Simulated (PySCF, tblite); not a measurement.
**C₇H₁₀O: geometry, infrared bands and NMR shifts**

What infrared bands and NMR shifts should C₇H₁₀O (`COCC1=CCC=C1`) show?

The runs use tblite 0.8.0 and PySCF 2.14.0, with density-fitted response routines of our own; the level of theory stands in each step. All values are computed, except where a source is named. Atoms count from 0, in the outputs and in this text.

## Step 1: Starting geometry

18 atoms, charge 0, multiplicity 1; geometry from: force field or distance geometry start.

Bonds of the start (Å): C0–O1 1.36, O1–C2 1.36, C2–C3 1.50, C3–C4 1.31, C4–C5 1.48, C5–C6 1.48, C6–C7 1.33, C7–C3 1.48, C0–H8 1.11, C0–H9 1.12, C0–H10 1.12, C2–H11 1.12, C2–H12 1.11, C4–H13 1.09, C5–H14 1.12, C5–H15 1.10, C6–H16 1.10, C7–H17 1.09.

## Step 2: Optimising the geometry with GFN2-xTB

What the job is given:

```
{"job": {"kind": "relax", "xc": "GFN2-xTB", "basis": "xTB"}, "charge": 0, "multiplicity": 1}
C      2.461000     0.586500    -0.200900
O      2.104900    -0.643100     0.269200
C      1.072200    -1.282500    -0.340400
C     -0.227800    -0.532600    -0.300900
C     -0.928700    -0.118100    -1.325700
C     -2.166400     0.581500    -0.908300
C     -2.049500     0.490300     0.569200
C     -0.941100    -0.148100     0.933500
H      1.654700     1.353500    -0.149300
H      2.726000     0.498500    -1.286100
H      3.404300     0.947700     0.279900
H      0.870800    -2.237200     0.219100
H      1.288500    -1.554100    -1.395600
H     -0.647400    -0.253600    -2.370200
H     -2.096000     1.660900    -1.200200
H     -3.086400     0.102600    -1.278700
H     -2.806900     0.910900     1.244600
H     -0.641100    -0.356500     1.964200
```

The run is started by

```sh
$ OMP_NUM_THREADS=1 python probes_run.py task.json out
```

The driver reads the jobs from task.json and runs them one after another.

**Question.** This job is followed by: GFN2-xTB harmonic vibrations, gas phase; GIAO PBE0/pcSseg-1 NMR shielding, non-relativistic, gas phase. Predict these results of the whole session: strongest single infrared mode (GFN2-xTB); zero-point energy (GFN2-xTB); 13C shifts against TMS (PBE0/pcSseg-1); 1H shifts against TMS (PBE0/pcSseg-1, means over atoms taken as alike); 17O shifts against H2O (PBE0/pcSseg-1).

As calculated:

| quantity | value |
| --- | --- |
| strongest single infrared mode (GFN2-xTB) | 1099 cm⁻¹, 73 km/mol |
| zero-point energy (GFN2-xTB) | 93.8 kcal/mol |
| 13C shifts against TMS (PBE0/pcSseg-1) | 152.9, 142.8, 141.5, 140.7, 73.0, 57.7, 45.4 ppm |
| 1H shifts against TMS (PBE0/pcSseg-1, means over atoms taken as alike) | 6.96, 6.75, 6.50, 4.48, 3.25, 3.14 ppm |
| 17O shifts against H2O (PBE0/pcSseg-1) | 27.1 ppm |

What this shows: Relaxing lowered the energy by 0.318 eV in 55 steps; the close pair that moved most is O1–C2, from 1.359 to 1.415 Å. All 48 modes are real, so the xTB geometry is a minimum. The strongest single mode, at 1099 cm⁻¹, is spread over several atoms, O1, C0, C2 among them. Unscaled tight-binding wavenumbers are off by several per cent, some by more. Its intensities can rank the bands wrongly.
